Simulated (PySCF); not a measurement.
**C4H6GeO: NMR shifts at several levels of theory**

Aim: compute the NMR shifts of C4H6GeO (`C=C1C=C1[O][GeH3]`) at several levels, and see how far they spread and what each costs.

The runs use PySCF 2.14.0, with density-fitted response routines of our own; the level of theory stands in each step. All values are computed, except where a source is named. Atoms count from 0, in the outputs and in this text.

## 1. The molecule as given

12 atoms, charge 0, multiplicity 1; geometry from: GFN2-xTB. The atoms were then displaced at random by about 0.01 Å, so the start is not that level's minimum.

Bonds of the start (Å): C0–C1 1.32, C1–C2 1.46, C2–C3 1.29, C3–O4 1.35, O4–Ge5 1.80, C3–C1 1.40, C0–H6 1.09, C0–H7 1.07, C2–H8 1.04, Ge5–H9 1.49, Ge5–H10 1.51, Ge5–H11 1.49.

## 2. Geometry optimisation at PBE0-D3(BJ)/def2-SVP

What the job is given:

```
{"job": {"xc": "PBE0", "basis": "def2-SVP", "d3": "d3bj", "grid": 1, "shake": 0.01, "kind": "geom"}, "charge": 0, "multiplicity": 1}
C      2.108620     0.549820     0.317480
C      1.280710    -0.195980    -0.391920
C      0.966540    -1.189780    -1.418840
C      0.004960    -0.676250    -0.725460
O     -1.327580    -0.650990    -0.510010
Ge    -2.153220     0.386030     0.709110
H      1.709680     1.233170     1.073630
H      3.168950     0.580710     0.157010
H      1.342720    -1.840650    -2.144470
H     -3.552300    -0.053010     0.458170
H     -1.642900     0.011570     2.078810
H     -1.866480     1.817090     0.387470
```

On the command line:

```sh
> OMP_NUM_THREADS=1 python probes_run.py task.json out
```

One launch serves the whole session: the jobs run in the order shown.

Log:

```text
step   0  E = -2307.18844367  max force = 0.079627
step   1  E = -2307.19440797  max force = 0.014225
step   2  E = -2307.19557944  max force = 0.009264
step   3  E = -2307.19604567  max force = 0.003758
step   4  E = -2307.19618984  max force = 0.002844
step   5  E = -2307.19624037  max force = 0.001150
step   6  E = -2307.19625435  max force = 0.000458
step   7  E = -2307.19625856  max force = 0.000273
optimisation converged
```

Wall time 59 s (1 thread of Arm Neoverse V1, shared host); peak memory 0.5 GiB.

Relaxation path:

| step | energy from step 0 (eV) | largest force component (eV/Å) |
| --- | --- | --- |
| 0 | 0.0000 | 4.0946 |
| 1 | -0.1623 | 0.7315 |
| 2 | -0.1942 | 0.4764 |
| 3 | -0.2069 | 0.1932 |
| 4 | -0.2108 | 0.1462 |
| 5 | -0.2122 | 0.0591 |
| 6 | -0.2125 | 0.0236 |
| 7 | -0.2127 | 0.0140 |

Distances of close pairs at the start and the end, largest changes first:

| bond | before (Å) | after (Å) | change (Å) |
| --- | --- | --- | --- |
| C3–O4 | 1.350 | 1.307 | -0.043 |
| C2–H8 | 1.045 | 1.087 | +0.042 |
| Ge5–H9 | 1.488 | 1.529 | +0.042 |
| Ge5–H11 | 1.495 | 1.533 | +0.038 |
| C2–C3 | 1.292 | 1.327 | +0.035 |
| O4–Ge5 | 1.801 | 1.831 | +0.031 |
| C1–C3 | 1.403 | 1.431 | +0.027 |
| Ge5–H10 | 1.509 | 1.534 | +0.025 |

The end geometry stands in the next job.

| at the end point | value |
| --- | --- |
| point group (found at 0.08 Å tolerance) | C1 |
| rotational constants (GHz, main isotopes) | 5.352, 1.277, 1.045 |
| dipole moment (D) | 2.57 |

## 3. Nuclear shieldings: PBE0/pcSseg-1

What the job is given:

```
{"job": {"kind": "nmr", "xc": "PBE0", "basis": "pcSseg-1", "pop": false}, "charge": 0, "multiplicity": 1}
C      1.944538     0.837894     0.149295
C      1.186221    -0.056473    -0.493020
C      0.991504    -1.107520    -1.475710
C     -0.052188    -0.724599    -0.751900
O     -1.321782    -0.861403    -0.474034
Ge    -2.033004     0.136203     0.887317
H      1.516464     1.480986     0.920823
H      3.005560     0.946103    -0.082462
H      1.432341    -1.739091    -2.242465
H     -3.536963    -0.058308     0.688780
H     -1.522286    -0.464566     2.202624
H     -1.566898     1.580599     0.674895
```

With the program's defaults for keys left out, this is: GIAO PBE0/pcSseg-1 NMR shielding, non-relativistic, gas phase.

Log:

```text
coarse grid: 48152 points
cycle   1  E = -2307.2440597695  dE =  3.376e-01  |g| = 1.062e+00  |ddm| = 3.427e+00
cycle   2  E = -2307.1110970984  dE =  1.330e-01  |g| = 1.335e+00  |ddm| = 1.520e+00
cycle   3  E = -2307.3538047141  dE = -2.427e-01  |g| = 2.843e-01  |ddm| = 1.087e+00
cycle   4  E = -2307.3683623413  dE = -1.456e-02  |g| = 8.181e-02  |ddm| = 2.765e-01
cycle   5  E = -2307.3694825588  dE = -1.120e-03  |g| = 2.464e-02  |ddm| = 8.754e-02
cycle   6  E = -2307.3696252774  dE = -1.427e-04  |g| = 4.877e-03  |ddm| = 2.644e-02
cycle   7  E = -2307.3696293275  dE = -4.050e-06  |g| = 1.494e-03  |ddm| = 4.300e-03
final grid: 101312 points
cycle   8  E = -2307.3696146040  dE =  2.865e-07  |g| = 1.881e-03  |ddm| = 2.546e-03
cycle   9  E = -2307.3696138060  dE =  7.980e-07  |g| = 2.639e-03  |ddm| = 3.286e-03
cycle  10  E = -2307.3696154100  dE = -1.604e-06  |g| = 2.509e-04  |ddm| = 2.017e-03
cycle  11  E = -2307.3696154256  dE = -1.559e-08  |g| = 3.079e-05  |ddm| = 2.668e-04
cycle  12  E = -2307.3696154258  dE = -2.296e-10  |g| = 4.663e-06  |ddm| = 3.238e-05
converged SCF energy = -2307.3696154258

GIAO shielding tensors (ppm)
atom      isotropic    diamagn.    paramagn.     s11        s22        s33       span
  0 C      126.259     255.581    -129.322     59.593    144.962    174.223    114.630
  1 C       55.921     261.060    -205.138    -68.261     50.434    185.591    253.851
  2 C       85.155     259.694    -174.539      2.786     79.738    172.941    170.155
  3 C       29.430     246.379    -216.949    -66.280     40.725    113.847    180.127
  4 O      223.225     400.912    -177.687     76.668    238.076    354.931    278.263
  5 Ge    1381.332    2756.368   -1375.036   1269.509   1286.862   1587.625    318.116
  6 H       27.695      32.766      -5.071     24.221     27.674     31.190      6.969
  7 H       27.760      28.275      -0.514     24.514     26.446     32.322      7.808
  8 H       25.291      33.790      -8.500     23.353     24.386     28.132      4.779
  9 H       26.044      27.223      -1.179     19.699     21.867     36.565     16.866
 10 H       25.820      28.241      -2.421     19.950     21.819     35.693     15.743
 11 H       25.746      28.914      -3.169     19.595     22.451     35.191     15.595
```

It took 14 s on 1 thread of Arm Neoverse V1, shared host; peak memory 0.83 GiB.

Shifts follow as δ = σ(reference) − σ, with reference shieldings (ppm) from runs at the same level and on the same kind of geometry: 1H TMS 31.27, 13C TMS 184.4, 17O H2O 334.6, 73Ge GeMe4 1330. The references are single molecules in the gas phase, so shifts against H2O, NH3, PH3, H3PO4 or CFCl3 are not on the usual liquid scales and can be off by tens of ppm. Atoms listed in one row are averaged.

| atoms | environment | σ (ppm) | δ (ppm) |
| --- | --- | --- | --- |
| C3 | alkene carbon bearing oxygen | 29.4 | 155.0 |
| C1 | fully substituted alkene carbon | 55.9 | 128.5 |
| C2 | β carbon of an enol-ether or enamine type C=C | 85.2 | 99.3 |
| C0 | terminal =CH2 carbon | 126.3 | 58.1 |
| H8 | hydrogen on a β carbon of an enol-ether or enamine type C=C | 25.29 | 5.98 |
| H9, H10, H11 | hydrogen on a germanium bonded to O | 25.87 | 5.40 |
| H6 | hydrogen on a terminal =CH2 carbon | 27.70 | 3.57 |
| H7 | hydrogen on a terminal =CH2 carbon | 27.76 | 3.51 |
| O4 | oxygen bonded to C, Ge | 223.2 | 111.3 |
| Ge5 | germanium bonded to O, 3 H | 1381 | -51 |

Ring of atoms C1, C2, C3: NICS(0) -28.2, NICS(1) -7.2, NICS(1)zz -9.2 ppm (means of both faces).

## 4. Shielding tensors: mPW1PW91/pcSseg-1

Settings changed since step 3:

```diff
@@ -1,2 +1,2 @@
-{"job": {"kind": "nmr", "xc": "PBE0", "basis": "pcSseg-1", "pop": false}, "charge": 0, "multiplicity": 1}
+{"job": {"kind": "nmr", "xc": "mPW1PW91", "basis": "pcSseg-1", "pop": false}, "charge": 0, "multiplicity": 1}
 C      1.944538     0.837894     0.149295
```

With the program's defaults for keys left out, this is: GIAO mPW1PW91/pcSseg-1 NMR shielding, non-relativistic, gas phase.

Log:

```text
coarse grid: 48152 points
cycle   1  E = -2307.8850548483  dE =  3.412e-01  |g| = 1.062e+00  |ddm| = 3.427e+00
cycle   2  E = -2307.7461791203  dE =  1.389e-01  |g| = 1.348e+00  |ddm| = 1.535e+00
cycle   3  E = -2307.9963854042  dE = -2.502e-01  |g| = 2.873e-01  |ddm| = 1.098e+00
cycle   4  E = -2308.0112949288  dE = -1.491e-02  |g| = 8.158e-02  |ddm| = 2.775e-01
cycle   5  E = -2308.0124039730  dE = -1.109e-03  |g| = 2.501e-02  |ddm| = 8.759e-02
cycle   6  E = -2308.0125511789  dE = -1.472e-04  |g| = 5.000e-03  |ddm| = 2.687e-02
cycle   7  E = -2308.0125554216  dE = -4.243e-06  |g| = 1.531e-03  |ddm| = 4.414e-03
final grid: 101312 points
cycle   8  E = -2308.0125290411  dE =  2.788e-07  |g| = 1.914e-03  |ddm| = 2.640e-03
cycle   9  E = -2308.0125282525  dE =  7.885e-07  |g| = 2.657e-03  |ddm| = 3.364e-03
cycle  10  E = -2308.0125298763  dE = -1.624e-06  |g| = 2.597e-04  |ddm| = 2.048e-03
cycle  11  E = -2308.0125298930  dE = -1.665e-08  |g| = 3.104e-05  |ddm| = 2.709e-04
cycle  12  E = -2308.0125298932  dE = -2.237e-10  |g| = 4.574e-06  |ddm| = 3.225e-05
converged SCF energy = -2308.0125298932

GIAO shielding tensors (ppm)
atom      isotropic    diamagn.    paramagn.     s11        s22        s33       span
  0 C      125.316     255.372    -130.056     58.545    144.045    173.358    114.812
  1 C       54.957     261.297    -206.339    -69.682     49.492    185.062    254.744
  2 C       84.298     259.435    -175.136      1.896     78.728    172.271    170.374
  3 C       28.656     246.274    -217.618    -67.442     40.027    113.383    180.825
  4 O      222.477     401.047    -178.570     76.913    236.617    353.900    276.987
  5 Ge    1374.544    2756.512   -1381.969   1264.691   1281.726   1577.213    312.522
  6 H       27.759      32.755      -4.996     24.296     27.723     31.258      6.962
  7 H       27.821      28.326      -0.505     24.581     26.529     32.353      7.772
  8 H       25.341      33.934      -8.593     23.421     24.443     28.158      4.737
  9 H       26.116      27.257      -1.140     19.776     21.941     36.632     16.855
 10 H       25.894      28.292      -2.398     20.028     21.894     35.762     15.734
 11 H       25.818      28.966      -3.149     19.671     22.522     35.259     15.588
```

It took 15 s on 1 thread of Arm Neoverse V1, shared host; peak memory 0.83 GiB.

This run: δ C3 154.9, C1 128.6, C2 99.2, C0 58.2, H8 5.98, H9 5.37 ppm (means over like atoms).

## 5. NMR shieldings: WP04/pcSseg-1

Settings changed since step 4:

```diff
@@ -1,2 +1,2 @@
-{"job": {"kind": "nmr", "xc": "mPW1PW91", "basis": "pcSseg-1", "pop": false}, "charge": 0, "multiplicity": 1}
+{"job": {"kind": "nmr", "xc": "WP04", "basis": "pcSseg-1", "pop": false}, "charge": 0, "multiplicity": 1}
 C      1.944538     0.837894     0.149295
```

Level: GIAO WP04/pcSseg-1 NMR shielding, non-relativistic, gas phase.

Log:

```text
coarse grid: 48152 points
cycle   1  E = -2324.2395443422  dE =  3.029e-01  |g| = 1.038e+00  |ddm| = 3.455e+00
cycle   2  E = -2323.7553248144  dE =  4.842e-01  |g| = 1.835e+00  |ddm| = 2.234e+00
cycle   3  E = -2324.3919309223  dE = -6.366e-01  |g| = 4.063e-01  |ddm| = 1.789e+00
cycle   4  E = -2324.4256785666  dE = -3.375e-02  |g| = 1.424e-01  |ddm| = 4.502e-01
cycle   5  E = -2324.4295868027  dE = -3.908e-03  |g| = 6.126e-02  |ddm| = 1.606e-01
cycle   6  E = -2324.4304878901  dE = -9.011e-04  |g| = 1.224e-02  |ddm| = 6.241e-02
cycle   7  E = -2324.4305161104  dE = -2.822e-05  |g| = 4.665e-03  |ddm| = 1.270e-02
cycle   8  E = -2324.4305210173  dE = -4.907e-06  |g| = 1.081e-03  |ddm| = 5.229e-03
final grid: 101312 points
cycle   9  E = -2324.4304708261  dE =  6.223e-07  |g| = 1.892e-03  |ddm| = 3.946e-03
cycle  10  E = -2324.4304679018  dE =  2.924e-06  |g| = 3.776e-03  |ddm| = 5.697e-03
cycle  11  E = -2324.4304717164  dE = -3.815e-06  |g| = 4.625e-04  |ddm| = 3.873e-03
cycle  12  E = -2324.4304717593  dE = -4.293e-08  |g| = 7.787e-05  |ddm| = 3.781e-04
cycle  13  E = -2324.4304717604  dE = -1.102e-09  |g| = 1.708e-05  |ddm| = 7.018e-05
cycle  14  E = -2324.4304717605  dE = -6.594e-11  |g| = 3.611e-06  |ddm| = 1.724e-05
converged SCF energy = -2324.4304717605

GIAO shielding tensors (ppm)
atom      isotropic    diamagn.    paramagn.     s11        s22        s33       span
  0 C      112.683     257.595    -144.913     45.258    131.381    161.409    116.150
  1 C       43.765     261.102    -217.337    -79.166     34.751    175.710    254.876
  2 C       73.454     260.299    -186.845     -7.244     64.566    163.040    170.285
  3 C       19.134     248.152    -229.017    -76.754     29.629    104.528    181.282
  4 O      205.409     403.654    -198.245     73.421    213.905    328.899    255.478
  5 Ge    1348.549    2761.403   -1412.855   1259.951   1275.208   1510.486    250.535
  6 H       28.197      33.967      -5.770     24.964     28.043     31.583      6.620
  7 H       28.220      28.427      -0.206     25.171     27.234     32.256      7.084
  8 H       25.683      34.375      -8.692     24.087     24.950     28.013      3.926
  9 H       26.952      27.922      -0.970     20.798     22.840     37.220     16.422
 10 H       26.736      29.285      -2.549     21.044     22.778     36.384     15.340
 11 H       26.665      30.110      -3.446     20.682     23.392     35.920     15.238
```

Run time: 16 s. Hardware: 1 thread of Arm Neoverse V1, shared host; peak memory 0.83 GiB.

This run: δ C3 153.3, C1 128.7, C2 99.0, C0 59.8, H8 5.88, H9 4.78 ppm (means over like atoms).

## 6. Nuclear shieldings: B97-2/pcSseg-1

Settings changed since step 5:

```diff
@@ -1,2 +1,2 @@
-{"job": {"kind": "nmr", "xc": "WP04", "basis": "pcSseg-1", "pop": false}, "charge": 0, "multiplicity": 1}
+{"job": {"kind": "nmr", "xc": "B97-2", "basis": "pcSseg-1", "pop": false}, "charge": 0, "multiplicity": 1}
 C      1.944538     0.837894     0.149295
```

Method: GIAO B97-2/pcSseg-1 NMR shielding, non-relativistic, gas phase.

Log:

```text
coarse grid: 48152 points
cycle   1  E = -2308.2424597026  dE =  3.146e-01  |g| = 9.942e-01  |ddm| = 3.425e+00
cycle   2  E = -2308.0817560898  dE =  1.607e-01  |g| = 1.332e+00  |ddm| = 1.571e+00
cycle   3  E = -2308.3465113020  dE = -2.648e-01  |g| = 2.966e-01  |ddm| = 1.151e+00
cycle   4  E = -2308.3628055579  dE = -1.629e-02  |g| = 8.807e-02  |ddm| = 3.001e-01
cycle   5  E = -2308.3641705649  dE = -1.365e-03  |g| = 2.778e-02  |ddm| = 9.657e-02
cycle   6  E = -2308.3643532048  dE = -1.826e-04  |g| = 5.469e-03  |ddm| = 2.980e-02
cycle   7  E = -2308.3643581978  dE = -4.993e-06  |g| = 1.774e-03  |ddm| = 4.938e-03
final grid: 101312 points
cycle   8  E = -2308.3643128647  dE =  4.767e-07  |g| = 2.285e-03  |ddm| = 3.054e-03
cycle   9  E = -2308.3643115585  dE =  1.306e-06  |g| = 3.280e-03  |ddm| = 4.224e-03
cycle  10  E = -2308.3643140642  dE = -2.506e-06  |g| = 3.200e-04  |ddm| = 2.606e-03
cycle  11  E = -2308.3643140895  dE = -2.530e-08  |g| = 3.938e-05  |ddm| = 3.383e-04
cycle  12  E = -2308.3643140899  dE = -3.788e-10  |g| = 5.440e-06  |ddm| = 3.946e-05
converged SCF energy = -2308.3643140899

GIAO shielding tensors (ppm)
atom      isotropic    diamagn.    paramagn.     s11        s22        s33       span
  0 C      126.950     255.607    -128.658     62.294    145.677    172.877    110.583
  1 C       58.194     260.924    -202.730    -62.801     52.486    184.897    247.698
  2 C       87.143     259.557    -172.415      7.539     81.458    172.430    164.891
  3 C       32.308     246.836    -214.527    -60.916     43.838    114.004    174.920
  4 O      221.566     401.100    -179.534     79.745    235.088    349.865    270.120
  5 Ge    1377.312    2757.295   -1379.983   1270.258   1287.841   1573.836    303.578
  6 H       27.854      32.984      -5.130     24.406     27.831     31.325      6.919
  7 H       27.915      28.398      -0.482     24.687     26.634     32.425      7.738
  8 H       25.421      34.011      -8.591     23.442     24.583     28.237      4.794
  9 H       26.220      27.377      -1.157     19.919     22.072     36.667     16.748
 10 H       25.990      28.440      -2.450     20.161     22.018     35.793     15.632
 11 H       25.919      29.132      -3.212     19.811     22.649     35.298     15.486
```

Run time: 14 s. Hardware: 1 thread of Arm Neoverse V1, shared host; peak memory 0.83 GiB.

In short: δ C3 151.4, C1 125.5, C2 96.5, C0 56.7, H8 5.95, H9 5.33 ppm (means over like atoms).

## 7. Shielding tensors: BHandHLYP/pcSseg-1

Settings changed since step 6:

```diff
@@ -1,2 +1,2 @@
-{"job": {"kind": "nmr", "xc": "B97-2", "basis": "pcSseg-1", "pop": false}, "charge": 0, "multiplicity": 1}
+{"job": {"kind": "nmr", "xc": "BHandHLYP", "basis": "pcSseg-1", "pop": false}, "charge": 0, "multiplicity": 1}
 C      1.944538     0.837894     0.149295
```

Method: GIAO BHandHLYP/pcSseg-1 NMR shielding, non-relativistic, gas phase.

Log:

```text
coarse grid: 48152 points
cycle   1  E = -2307.6256396009  dE =  4.636e-01  |g| = 9.136e-01  |ddm| = 3.382e+00
cycle   2  E = -2307.6130220557  dE =  1.262e-02  |g| = 9.279e-01  |ddm| = 1.105e+00
cycle   3  E = -2307.7275562527  dE = -1.145e-01  |g| = 1.419e-01  |ddm| = 6.745e-01
cycle   4  E = -2307.7308465806  dE = -3.290e-03  |g| = 6.106e-02  |ddm| = 1.464e-01
cycle   5  E = -2307.7314947343  dE = -6.482e-04  |g| = 8.563e-03  |ddm| = 5.602e-02
cycle   6  E = -2307.7315101485  dE = -1.541e-05  |g| = 4.327e-03  |ddm| = 1.332e-02
cycle   7  E = -2307.7315143071  dE = -4.159e-06  |g| = 7.936e-04  |ddm| = 4.201e-03
final grid: 101312 points
cycle   8  E = -2307.7314874342  dE = -6.639e-08  |g| = 7.146e-04  |ddm| = 1.764e-03
cycle   9  E = -2307.7314874055  dE =  2.872e-08  |g| = 8.296e-04  |ddm| = 1.247e-03
cycle  10  E = -2307.7314875611  dE = -1.556e-07  |g| = 5.817e-05  |ddm| = 7.010e-04
cycle  11  E = -2307.7314875620  dE = -8.981e-10  |g| = 2.385e-05  |ddm| = 6.734e-05
converged SCF energy = -2307.7314875620

GIAO shielding tensors (ppm)
atom      isotropic    diamagn.    paramagn.     s11        s22        s33       span
  0 C      126.594     255.181    -128.587     56.810    148.434    174.537    117.726
  1 C       53.095     261.071    -207.976    -80.184     49.692    189.777    269.961
  2 C       84.999     261.391    -176.392     -1.219     79.789    176.426    177.644
  3 C       27.945     246.124    -218.179    -76.021     40.489    119.369    195.390
  4 O      237.852     402.101    -164.249     93.591    250.218    369.746    276.155
  5 Ge    1435.533    2755.546   -1320.013   1336.178   1351.941   1618.481    282.303
  6 H       27.956      32.931      -4.975     24.288     27.943     31.637      7.350
  7 H       27.997      28.333      -0.336     24.531     26.703     32.757      8.226
  8 H       25.436      33.656      -8.220     23.603     24.201     28.505      4.902
  9 H       26.395      27.435      -1.041     20.043     22.123     37.017     16.974
 10 H       26.217      28.447      -2.231     20.356     22.128     36.167     15.811
 11 H       26.131      29.108      -2.977     19.964     22.776     35.652     15.688
```

Run time: 14 s. Hardware: 1 thread of Arm Neoverse V1, shared host; peak memory 0.83 GiB.

This run: δ C3 156.0, C1 130.9, C2 99.0, C0 57.4, H8 6.01, H9 5.20 ppm (means over like atoms).

## 8. NMR shieldings: CAM-B3LYP/pcSseg-1

Settings changed since step 7:

```diff
@@ -1,2 +1,2 @@
-{"job": {"kind": "nmr", "xc": "BHandHLYP", "basis": "pcSseg-1", "pop": false}, "charge": 0, "multiplicity": 1}
+{"job": {"kind": "nmr", "xc": "CAM-B3LYP", "basis": "pcSseg-1", "pop": false}, "charge": 0, "multiplicity": 1}
 C      1.944538     0.837894     0.149295
```

Method: GIAO CAM-B3LYP/pcSseg-1 NMR shielding, non-relativistic, gas phase.

Log:

```text
coarse grid: 48152 points
cycle   1  E = -2307.7856780045  dE =  4.363e-01  |g| = 1.083e+00  |ddm| = 3.398e+00
cycle   2  E = -2307.7291889586  dE =  5.649e-02  |g| = 1.210e+00  |ddm| = 1.329e+00
cycle   3  E = -2307.9093296914  dE = -1.801e-01  |g| = 1.871e-01  |ddm| = 8.303e-01
cycle   4  E = -2307.9150142742  dE = -5.685e-03  |g| = 7.002e-02  |ddm| = 1.736e-01
cycle   5  E = -2307.9157940424  dE = -7.798e-04  |g| = 9.632e-03  |ddm| = 5.743e-02
cycle   6  E = -2307.9158138370  dE = -1.979e-05  |g| = 4.896e-03  |ddm| = 1.475e-02
cycle   7  E = -2307.9158193176  dE = -5.481e-06  |g| = 1.162e-03  |ddm| = 5.270e-03
final grid: 101312 points
cycle   8  E = -2307.9157842608  dE = -9.372e-08  |g| = 1.153e-03  |ddm| = 2.476e-03
cycle   9  E = -2307.9157841438  dE =  1.170e-07  |g| = 1.404e-03  |ddm| = 1.936e-03
cycle  10  E = -2307.9157845702  dE = -4.264e-07  |g| = 9.039e-05  |ddm| = 1.079e-03
cycle  11  E = -2307.9157845724  dE = -2.195e-09  |g| = 3.123e-05  |ddm| = 1.053e-04
cycle  12  E = -2307.9157845728  dE = -3.606e-10  |g| = 2.476e-05  |ddm| = 8.873e-05
converged SCF energy = -2307.9157845728

GIAO shielding tensors (ppm)
atom      isotropic    diamagn.    paramagn.     s11        s22        s33       span
  0 C      123.859     255.473    -131.614     54.480    143.942    173.155    118.674
  1 C       49.948     261.422    -211.475    -80.991     44.242    186.592    267.583
  2 C       82.421     260.148    -177.727     -3.161     76.631    173.794    176.955
  3 C       23.695     247.578    -223.883    -78.375     35.982    113.479    191.855
  4 O      231.011     401.959    -170.949     85.097    244.809    363.127    278.030
  5 Ge    1369.179    2755.645   -1386.466   1253.344   1271.098   1583.095    329.751
  6 H       27.820      33.134      -5.313     24.312     27.817     31.333      7.021
  7 H       27.875      28.185      -0.310     24.574     26.631     32.420      7.846
  8 H       25.410      33.545      -8.135     23.611     24.387     28.231      4.620
  9 H       26.124      27.296      -1.172     19.810     21.934     36.628     16.818
 10 H       25.933      28.380      -2.447     20.090     21.907     35.802     15.713
 11 H       25.846      29.067      -3.221     19.714     22.534     35.289     15.574
```

It took 21 s on 1 thread of Arm Neoverse V1, shared host; peak memory 0.89 GiB.

In short: δ C3 158.8, C1 132.5, C2 100.0, C0 58.6, H8 5.92, H9 5.36 ppm (means over like atoms).

[end of part 1 of 2]
